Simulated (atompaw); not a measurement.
# A PAW (atompaw) potential for samarium, from input to tests

Aim: build the potential from the settings below, then test how well it stands in for the atom: scattering, ghost states and the plane-wave cutoff that it needs.

The numbers are computed with atompaw 4.2.0.5 (PBE, scalar-relativistic, spin-unpolarised reference atom).

### Step 1. The design

Typed settings, in words:

```json
{
 "element": "samarium (Sm, Z = 62)",
 "type": "PAW",
 "frozen core": "[Kr] 4d10",
 "valence charge": "16",
 "reference configuration": "4f6 5s2 5p6 5d0 6s2 6p0",
 "partial waves": "5s (bound): rc 1.85 bohr; 6s (bound): rc 3.00 bohr; 5p (bound): rc 2.45 bohr; 6p (bound, empty): rc 3.00 bohr; 5d (bound, empty): rc 3.00 bohr; 5d channel at 0.45 Ry: rc 3.00 bohr; 4f (bound): rc 1.20 bohr; 4f channel at 0.85 Ry: rc 1.20 bohr",
 "local potential": "bessel scheme, radius 2.25 bohr",
 "core correction": "smooth core density matched at 2.55 bohr",
 "augmentation charge": "sinc compensation charge, radius 2.30 bohr; PAW radius 3.00 bohr; waves and projectors: custom polynom2 7 10 vanderbiltortho"
}
```

### Step 2. The generation run

Input file Sm.input:

```
Sm 62
GGA-PBE scalarrelativistic loggrid 2001 logderivrange -5 5 251
6 6 5 4 0 0
6 1 0
5 2 0
4 3 6
0 0 0
c
c
c
c
v
v
c
c
c
v
v
c
c
v
v
3
3.00 2.30 2.25 2.55
n
n
y
0.45
n
y
0.85
n
custom polynom2 7 10 vanderbiltortho sinc
bessel
1.85
3.00
2.45
3.00
3.00
3.00
1.20
1.20
PWSCFOUT
UPFDX 0.0125d0 UPFXMIN -7.d0 UPFZMESH 62.d0
END
```

Started as:

```bash
atompaw < Sm.input > Sm.log
```

**Question.** What will these runs give? Wanted: cutoffs; bound ghosts; largest phase difference near zero energy, channels read; lowest eigenvalue of the overlap; share of valence orbitals outside the PAW sphere; UPF file.

**Answer**, as computed:

| quantity | value |
| --- | --- |
| cutoffs | not determined |
| bound ghosts | not determined |
| largest phase difference near zero energy, channels read | 1.912 rad |
| lowest eigenvalue of the overlap (Bessel basis) | 0.363 (s) |
| share of valence orbitals outside the PAW sphere | 5s 1 %, 6s 82 %, 5p 3 %, 6p 95 %, 5d 49 %, 4f 2 % |
| UPF file | written |

**Reading.** Even at 400 Ry an occupied level stays 71 mRy from its reference, so no cutoffs are read. Ghosts could not be judged. Near zero energy the largest phase difference among the channels read is 1.91 rad, in the p channel. In the s channel the atom's pole at 2.48 Ry sits lower, at 1.93 Ry, in the pseudo curve. In the p channel the atom's pole at 3.73 Ry sits lower, at 0.85 Ry, in the pseudo curve.
